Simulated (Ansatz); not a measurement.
# SnO2 (rutile type): how the settings move a single-point run

How sensitive is a single-point run of SnO2 (rutile type) to its settings? A reference run comes first, then one run with altered input.

Program: Ansatz 0.2.0. Level of theory: reference: DFT, r2SCAN, PAW with Ansatz's default frozen-core files, scalar-relativistic. These are calculated values, not measurements.

## 1. The structure to begin with

It takes space group P4_2/mnm (No. 136, tetragonal). The conventional cell has a = 3.864 Å, b = 3.864 Å, c = 3.011 Å, α = 90.00°, β = 90.00°, γ = 90.00°. Around Sn (site symmetry mmm) lie 6 O at 1.71 to 1.82 Å. Around O (site symmetry m2m) lie 3 Sn at 1.71 to 1.82 Å.

As a file:

```
CELL_PARAMETERS angstrom
3.86430 0.00000 0.00000
0.00000 3.86430 0.00000
0.00000 0.00000 3.01098
ATOMIC_POSITIONS crystal
Sn 0.00000 0.00000 0.00000
Sn 0.50000 0.50000 0.50000
O 0.31349 0.31349 0.00000
O 0.68651 0.68651 0.00000
O 0.81349 0.18651 0.50000
O 0.18651 0.81349 0.50000
```

## 2. Baseline

Input file input.yaml:

```yaml
crystal:
  lattice:
    - [3.8643013652, 0.0, 0.0]
    - [0.0, 3.8643013652, 0.0]
    - [0.0, 0.0, 3.0109771242]
  atoms:
    - { symbol: Sn, position: [0.0, 0.0, 0.0] }
    - { symbol: Sn, position: [0.5, 0.5, 0.5] }
    - { symbol: O, position: [0.3134873093, 0.3134873093, 0.0] }
    - { symbol: O, position: [0.6865126907, 0.6865126907, 0.0] }
    - { symbol: O, position: [0.8134873093, 0.1865126907, 0.5] }
    - { symbol: O, position: [0.1865126907, 0.8134873093, 0.5] }
kpoints:
  mp_grid: { grid: [7, 7, 10] }
scf:
  occupations: { method: fermi_dirac, width: 0.05 }
hamiltonian:
  xc: r2scan
  pseudopotentials: { kind: paw }
output:
  forces: true
  stress: true
  eigenvalues: true
basis:
  ecutwfc: 800
```

Run with:

```console
ansatz run input.yaml --threads 2 --pin off --max-ram 5120MiB --backend cpu --events-out ev --progress --plain --runs-dir out
```

## 3. Variant: ecutwfc 300 eV

input.yaml, as its differences from that of step 2:

```diff
@@ -24,2 +24,2 @@
 basis:
-  ecutwfc: 800
+  ecutwfc: "300 eV"
```

**Question.** What will these runs give? Wanted: for each run, ending; energy change; pressure; gap; force.

The runs gave:

```csv
run,ending,energy change,pressure (GPa),gap (eV),force (eV/Å),cycles,time
reference,converged,0,281.9,6.71,0.00,7,24 s
1: ecutwfc 300 eV,converged,+378.4 meV/atom,288.7,6.66,0.05,6,5.8 s
```

Residual by cycle in the longest SCF loop of each run; runs are numbered as in the table. The quantity is the density residual dr2, in eV.

```csv
cycle,reference,run 1
1,0.0478,0.0844
2,0.022,0.033
3,0.00397,0.00466
4,2.6e-4,2.0e-5
5,7.3e-6,2.8e-6
6,1.0e-7,6.2e-8
7,6.4e-8,-
```

**Reading.** Changing the cutoff moves the energy by +378.4 meV/atom, and the pressure goes from 281.9 to 288.7 GPa, the gap on the mesh goes from 6.71 to 6.66 eV and the largest force goes from 0.00 to 0.05 eV/Å. The log warns that the cutoff is under what these potentials recommend, so the shift is basis error. Cost: 6 SCF cycles against 7, 5.8 s against 24 s. Run 1 ran under the cutoff that the potentials recommend, as the log warns, so basis error is mixed into its values. The structure is not at rest: the sound run finds 282 GPa, so these are no properties of the relaxed crystal. 

These are semilocal Kohn-Sham gaps, which aren't the measured quantity. Such gaps usually fall short of the measured ones.
